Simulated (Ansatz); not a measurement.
# AlGe (doublet): from Hartree-Fock to the top rungs at distance Ge1–Al2 = 5.326 Å, cc-pVDZ

How much of the correlation energy of AlGe (doublet) does each wave-function method recover here?

Method: cc-pVDZ, core rule «outside noble gas», up to 19 orbitals frozen; program: Ansatz 0.2.0, Gaussian basis.

The runs, in order: UHF; CCSD(T) on ROHF; CCSD(T) on UHF; BCCD(T) on ROHF; CISD; CCSDT(Q) on ROHF; CCSDT(Q) on UHF; CASSCF and MRCISD+Q, 3 electrons in 3 orbitals; CASSCF and NEVPT2, 3 electrons in 3 orbitals; CASSCF and MRCISD+Q, 7 electrons in 8 orbitals; CASSCF and NEVPT2, 7 electrons in 8 orbitals; Full CI; Full CI in the symmetry of the determinant.

35 further runs of the same task are left out: 5 for a known fault of the program, 24 that didn't finish, 6 set aside as unsound or not needed.

**1. The geometry**

The geometry derives from a PBE0/def2-TZVP stationary point (not a proven minimum). One bond is set to the value named and the two fragments are kept rigid. No spin-orbit coupling is included. The filled d shell of Ge may be among the frozen orbitals whatever the setting's name suggests; the logs give the count.

2 atoms, charge 0, spin multiplicity 2.

Atoms are counted from 1 here; the program's logs count them from 0.

No contacts short enough for the rule that draws bonds.

As a file:

```xyz
2
charge 0, multiplicity 2
Ge    0.00000    0.00000    0.00000
Al    0.00000    0.00000    5.32600
```

**2. UHF**

Contents of in.yaml:

```yaml
crystal:
  periodic: [false, false, false]
  atoms:
    - {symbol: Ge, position_ang: [0.000000, 0.000000, 0.000000]}
    - {symbol: Al, position_ang: [0.000000, 0.000000, 5.326000]}
basis:
  gaussian: {orbitals: cc-pVDZ}
magnetization: {spin_polarized: true, initial_magnetization: 1}
hamiltonian: {xc: hf}
output: {orbitals: {seedname: orbitals}}
```

Started as:

```sh
$ ansatz run in.yaml --threads 1 --pin off --events-out ev --progress --plain --max-ram 2393MiB
```

The runs that follow: CCSD(T) on ROHF; CCSD(T) on UHF; BCCD(T) on ROHF; CISD; CCSDT(Q) on ROHF; CCSDT(Q) on UHF; CASSCF and MRCISD+Q, 3 electrons in 3 orbitals; CASSCF and NEVPT2, 3 electrons in 3 orbitals; CASSCF and MRCISD+Q, 7 electrons in 8 orbitals; CASSCF and NEVPT2, 7 electrons in 8 orbitals; Full CI; Full CI in the symmetry of the determinant.

Q: Predict the results of all the runs planned. Wanted: FCI from the RHF energy; UMP2 from FCI; UCCSD(T) from FCI; UCCSDT(Q) from FCI; NEVPT2 pair from FCI; MRCISD+Q pair from FCI; T1 diagnostic; effectively unpaired electrons.

**Answer**, as computed:

| quantity | value |
| --- | --- |
| FCI from the ROHF energy | -4.6265 eV |
| UMP2 from FCI | +21.50 kcal/mol |
| UCCSD(T) from FCI | +0.20 kcal/mol |
| UCCSDT(Q) from FCI | -0.35 kcal/mol |
| NEVPT2 pair from FCI | +20.91 kcal/mol |
| MRCISD+Q pair from FCI | -1.75 kcal/mol |
| levels within 1 kcal/mol (43 meV) | UCCSD(T), UCCSDT, UCCSDT(Q) |
| T1 diagnostic | 0.325 |
| effectively unpaired electrons | 3.28 |

What this shows: UCCSD(T) lands +0.20 kcal/mol from the yardstick (0.2 % of the correlation energy). UCCSDT, UCCSDT(Q), MRCISD+Q pair fall below full CI: unrestricted runs freeze a spin-polarised core, another one than full CI's, and coupled cluster isn't variational. The occupations show strong static correlation (3.3 unpaired electrons where one determinant has 1). Coupled cluster on one determinant still stays close here. Of the multireference levels listed MRCISD+Q pair comes nearest in total energy (-1.75 kcal/mol), which doesn't show that its space is the better one. The lowest state has another symmetry than the determinant, whose own symmetry lies 0.02 eV higher, so single-reference misses include that gap. Coupled cluster took another determinant than the lowest Hartree-Fock one. These misses are within one basis, not against nature; the frozen cores of restricted and unrestricted runs differ, which can shift their rows.

Levels on UHF freeze UHF's core orbitals, full CI those of ROHF, so the U rows can settle a little off it for that reason alone.

With open shells the CI space here admits some triples and quadruples, so it is larger than plain CISD.
